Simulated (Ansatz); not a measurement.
# Ta2Si2Ge: what a guessed cell relaxes into

Aim: relax a trial structure of Ta2Si2Ge and see where it ends.

Computed with Ansatz 0.2.0 (DFT PBE, scalar-relativistic, plane waves, PAW, unless a step's input says otherwise).

## Step 1: The structure to begin with

The structure is hexagonal, space group P-6m2 (No. 187). The conventional cell has a = 3.625 Å, b = 3.625 Å, c = 7.519 Å, α = 90.00°, β = 90.00°, γ = 120.00°. Around Ta (site symmetry 3m) lie 1 Ge at 1.79 Å and 3 Si at 2.25 Å. Si (site symmetry 3m) is surrounded by 3 Ta at 2.25 Å and 1 Si at 2.29 Å. Ge (site symmetry -6m2) has 2 Ta at 1.79 Å in its first shell of neighbours.

Coordinates:

```
CELL_PARAMETERS angstrom
3.62457 0.00000 0.00000
-1.81228 3.13897 0.00000
0.00000 0.00000 7.51905
ATOMIC_POSITIONS crystal
Ta 0.33333 0.66667 0.23754
Ta 0.33333 0.66667 0.76246
Si 0.66667 0.33333 0.34781
Si 0.66667 0.33333 0.65219
Ge 0.33333 0.66667 0.00000
```

The cell is invented: random cell by space group and Wyckoff sites (P-6m2, No. 187). Its size is a rough estimate.

## Step 2: Probe: one point on a coarse mesh

input.yaml

```yaml
crystal:
  lattice:
    - [3.62456939, 0.0, 0.0]
    - [-1.8122847, 3.13896917, 0.0]
    - [0.0, 0.0, 7.51904989]
  atoms:
    - { symbol: Ta, position: [0.33333333, 0.66666667, 0.23754098] }
    - { symbol: Ta, position: [0.33333333, 0.66666667, 0.76245902] }
    - { symbol: Si, position: [0.66666667, 0.33333333, 0.3478088] }
    - { symbol: Si, position: [0.66666667, 0.33333333, 0.6521912] }
    - { symbol: Ge, position: [0.33333333, 0.66666667, 0.0] }
basis:
  ecutwfc: 420
kpoints:
  mp_grid: { grid: [6, 6, 2] }
hamiltonian:
  xc: pbe
scf:
  occupations: { method: gaussian, width: 0.1 }
  lower_state_search: "off"
output:
  forces: true
  stress: true
  eigenvalues: true
```

Started as:

```
ansatz run input.yaml --threads 1 --pin off --max-ram 2560MiB --backend cpu --events-out ev --progress --plain --runs-dir out
```

Further runs follow: coarse relaxation; final relaxation.

Before running it: what results should come out? Wanted: conventional cell; volume; energy over the elements; gap on the mesh.

**Answer**, as computed:

| quantity | value |
| --- | --- |
| symmetry at the end (tolerance 0.05 Å) | space group P-6m2 (No. 187) |
| conventional cell | a = 2.963 Å, b = 2.963 Å, c = 11.644 Å, α = 90.00°, β = 90.00°, γ = 120.00° |
| volume | 17.70 Å³/atom |
| energy over the elements | +0.27 eV/atom |
| gap on the mesh | none (metal) |

In words: The space group P-6m2 (No. 187) is kept, and the volume per atom grows by 3.5 % from the first guess. With a positive formation energy it can't be a ground state. No finished test with a distortion of lower symmetry is shown, so the end may be a saddle point. The runs treat Ta without spin-orbit coupling. Where forces pass 15 eV/Å atoms stand far too close, the PAW spheres overlap strongly and those numbers are rough.
